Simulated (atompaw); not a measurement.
**Pseudopotential generation for Pd: PAW (atompaw), PBEsol**

Task: generate the file, and judge it by its logarithmic derivatives, its ghosts and its cutoff.

The numbers are computed with atompaw 4.2.0.5 (PBEsol, scalar-relativistic, spin-unpolarised reference atom).

9 further runs of the same task are left out: 2 that didn't finish, 7 set aside as unsound or not needed.

## 1. The design

Typed settings, in words:

| Quantity | Value |
| --- | --- |
| element | palladium (Pd, Z = 46) |
| type | PAW |
| frozen core | [Kr] |
| valence charge | 10 |
| reference configuration | 4d9 5s0 5p0 (charge +1) |
| partial waves | 5s (bound, empty): rc 3.00 bohr; 5s channel at 0.15 Ry: rc 1.95 bohr; 5p (bound, empty): rc 3.00 bohr; 5p channel at 0.05 Ry: rc 3.00 bohr; 4d (bound): rc 3.00 bohr; 4d channel at 3.3 Ry: rc 1.65 bohr |
| local potential | ultrasoft scheme with l = 3 at -0.5 Ry, radius 2.85 bohr |
| core correction | smooth core density matched at 2.10 bohr |
| augmentation charge | besselshape compensation charge, radius 2.95 bohr; PAW radius 3.00 bohr; waves and projectors: custom rrkj vanderbiltortho |

## 2. Generation

Pd.input reads:

```
Pd 46
GGA-PBESOL scalarrelativistic loggrid 1500 logderivrange -3 5 201
5 5 4 0 0 0
5 0 0
5 1 0
4 2 9
0 0 0
c
c
c
c
v
c
c
c
v
c
v
2
3.00 2.95 2.85 2.10
y
0.15
n
y
0.05
n
y
3.3
n
custom rrkj vanderbiltortho besselshape
3 -0.5 ultrasoft
3.00
1.95
3.00
3.00
3.00
1.65
PWSCFOUT
UPFDX 0.0125d0 UPFXMIN -7.d0 UPFZMESH 46.d0
END
```

Started as:

```console
atompaw < Pd.input > Pd.log
```

**Question.** What will these runs give? Wanted: cutoffs for 10 and 1 mRy, occupied levels; bound ghosts; largest phase difference near zero energy, channels read; lowest eigenvalue of the overlap; share of valence orbitals outside the PAW sphere; UPF file.

**Answer**, as computed:

| quantity | value |
| --- | --- |
| cutoffs for 10 and 1 mRy, occupied levels | 12 Ry and 18 Ry |
| bound ghosts | none found |
| largest phase difference near zero energy, channels read | 0.206 rad |
| lowest eigenvalue of the overlap (Bessel basis) | 0.002 (s) |
| share of valence orbitals outside the PAW sphere | 5s 39 %, 5p 67 %, 4d 3 % |
| UPF file | written |

What this shows: The overlap operator is nearly singular (0.002). By its cutoff, 12 Ry for the looser tolerance, it is soft on the atom at that tolerance. It is free of bound ghosts as far as tested. Of the channels read, d scatters worst near zero energy, by up to 0.21 rad. These are tests on the free atom; a crystal test is still owed.
